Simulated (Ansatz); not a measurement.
**Nudged elastic band run: Zn12O**

The input (input.yaml):

```yaml
crystal:
  lattice:
    - [5.32, 0.0, 0.0]
    - [-3.99, 6.910883, 0.0]
    - [0.0, 0.0, 4.93696]
  atoms:
    - { symbol: Zn, position: [-0.00114514, 0.01001797, -0.01698225] }
    - { symbol: Zn, position: [0.18350201, 0.21578152, 0.5411559] }
    - { symbol: Zn, position: [-0.02156233, 0.3383256, -0.0490913] }
    - { symbol: Zn, position: [0.13376825, 0.51216673, 0.40448052] }
    - { symbol: Zn, position: [-0.01548652, 0.68369346, 0.05962405] }
    - { symbol: Zn, position: [0.17701029, 0.88114067, 0.54142472] }
    - { symbol: Zn, position: [0.48960745, 0.01136887, 0.01686646] }
    - { symbol: Zn, position: [0.65713607, 0.20434112, 0.50589225] }
    - { symbol: Zn, position: [0.48583295, 0.34621206, 0.0627595] }
    - { symbol: Zn, position: [0.71907868, 0.53450067, 0.58215584] }
    - { symbol: Zn, position: [0.48171423, 0.67854345, -0.01219248] }
    - { symbol: Zn, position: [0.71585848, 0.91928106, 0.42776875] }
    - { symbol: O, position: [0.4955097, 0.66835282, 0.59033945] }
basis:
  ecutwfc: 420.0
kpoints:
  mp_grid: { grid: [5, 3, 4] }
hamiltonian:
  xc: pbesol
scf:
  occupations: { method: gaussian, width: 0.15 }
  lower_state_search: "off"
neb:
  images: 7
  f_tol: 0.05
  initial_path: linear
  max_iterations: 26
  final_atoms:
    - { symbol: Zn, position: [-0.00244151, 0.01142029, 0.01961055] }
    - { symbol: Zn, position: [0.18333081, 0.21584366, 0.45813562] }
    - { symbol: Zn, position: [-0.02509916, 0.33894838, 0.05252151] }
    - { symbol: Zn, position: [0.13365078, 0.51126523, 0.5988978] }
    - { symbol: Zn, position: [-0.01782542, 0.68434648, -0.06105269] }
    - { symbol: Zn, position: [0.17795637, 0.88033854, 0.45734095] }
    - { symbol: Zn, position: [0.48740629, 0.01221556, -0.01808946] }
    - { symbol: Zn, position: [0.65615986, 0.20364175, 0.49838526] }
    - { symbol: Zn, position: [0.48241932, 0.34690787, -0.0654693] }
    - { symbol: Zn, position: [0.72062853, 0.53408294, 0.41306892] }
    - { symbol: Zn, position: [0.48064732, 0.67945076, 0.0142771] }
    - { symbol: Zn, position: [0.71741527, 0.91872095, 0.57416961] }
    - { symbol: O, position: [0.49591946, 0.66761187, 0.41246183] }
  order_check: true
```

Run as:

```bash
$ ansatz run input.yaml --threads 4 --pin off --max-ram 10240MiB --backend cpu --events-out ev --progress --plain --runs-dir out
```

Output, in part (warnings, iteration lines):

```
NEB end point (image 0): max|allowed force component| = 2.887e-2 eV/Å (the criterion of neb.relax_end_points is 1.000e-2)
NEB end point (image 8): max|allowed force component| = 2.204e-2 eV/Å (the criterion of neb.relax_end_points is 1.000e-2)
NEB iter   1: max|band force component| = 2.997e0 eV/Å  barrier→ = 0.8973 eV  barrier← = 0.8973 eV  Δτ_max = 0.0893 Å  (99 SCF iters)
NEB iter   2: max|band force component| = 1.962e0 eV/Å  barrier→ = 0.5699 eV  barrier← = 0.5699 eV  Δτ_max = 0.1340 Å  (68 SCF iters)
NEB iter   3: max|band force component| = 4.773e-1 eV/Å  barrier→ = 0.3802 eV  barrier← = 0.3802 eV  CI = image 4  Δτ_max = 0.0566 Å  (70 SCF iters)
NEB iter   4: max|band force component| = 1.500e-1 eV/Å  barrier→ = 0.3674 eV  barrier← = 0.3674 eV  CI = image 4  Δτ_max = 0.0791 Å  (61 SCF iters)
NEB iter   5: max|band force component| = 1.544e-1 eV/Å  barrier→ = 0.3648 eV  barrier← = 0.3648 eV  CI = image 4  Δτ_max = 0.0396 Å  (60 SCF iters)
NEB iter   6: max|band force component| = 1.478e-1 eV/Å  barrier→ = 0.3602 eV  barrier← = 0.3602 eV  CI = image 4  Δτ_max = 0.0397 Å  (51 SCF iters)
NEB iter   7: max|band force component| = 1.539e-1 eV/Å  barrier→ = 0.3537 eV  barrier← = 0.3537 eV  CI = image 4  Δτ_max = 0.0397 Å  (50 SCF iters)
NEB iter   8: max|band force component| = 1.711e-1 eV/Å  barrier→ = 0.3447 eV  barrier← = 0.3447 eV  CI = image 4  Δτ_max = 0.0795 Å  (48 SCF iters)
NEB iter   9: max|band force component| = 1.910e-1 eV/Å  barrier→ = 0.3210 eV  barrier← = 0.3211 eV  CI = image 4  Δτ_max = 0.1576 Å  (56 SCF iters)
NEB iter  10: max|band force component| = 1.582e-1 eV/Å  barrier→ = 0.2715 eV  barrier← = 0.2715 eV  CI = image 4  Δτ_max = 0.1547 Å  (61 SCF iters)
NEB iter  11: max|band force component| = 1.553e-1 eV/Å  barrier→ = 0.2570 eV  barrier← = 0.2570 eV  CI = image 4  Δτ_max = 0.0404 Å  (61 SCF iters)
NEB iter  12: max|band force component| = 1.467e-1 eV/Å  barrier→ = 0.2539 eV  barrier← = 0.2540 eV  CI = image 4  Δτ_max = 0.0338 Å  (52 SCF iters)
NEB iter  13: max|band force component| = 8.159e-2 eV/Å  barrier→ = 0.2535 eV  barrier← = 0.2535 eV  CI = image 4  Δτ_max = 0.0420 Å  (46 SCF iters)
NEB iter  14: max|band force component| = 4.311e-2 eV/Å  barrier→ = 0.2530 eV  barrier← = 0.2530 eV  CI = image 4  CI's point: of a kind that is not told: the force calls were inconclusive, a negative curvature could not be distinguished from the path's own, the only one lies far off the path, or fixed occupations may fill a level only in part  Δτ_max = 0.0000 Å  (360 SCF iters)
```

The run converged. By the program's own check the climbing image is of a kind that is not told: the force calls were inconclusive, a negative curvature could not be distinguished from the path's own, the only one lies far off the path, or fixed occupations may fill a level only in part (lowest curvatures found: -2.98 and 0.10 eV/Å²). Limits of this set-up: coarse k mesh, a small cell, in which the defect meets its images, a typed lattice constant that wasn't relaxed here.

Final band:

```tsv
image	path coordinate (Å)	energy (eV)
0	0.00	0.000
1	0.57	0.024
2	1.14	0.051
3	1.71	0.085
4	2.28	0.253
5	2.51	0.176
6	2.74	0.053
7	2.97	0.005
8	3.20	0.000
```

The run took 22 min on 4 threads of INTEL(R) XEON(R) PLATINUM 8581C CPU @ 2.10GHz (Emerald Rapids) (shared host), peak memory 3.3 GiB.
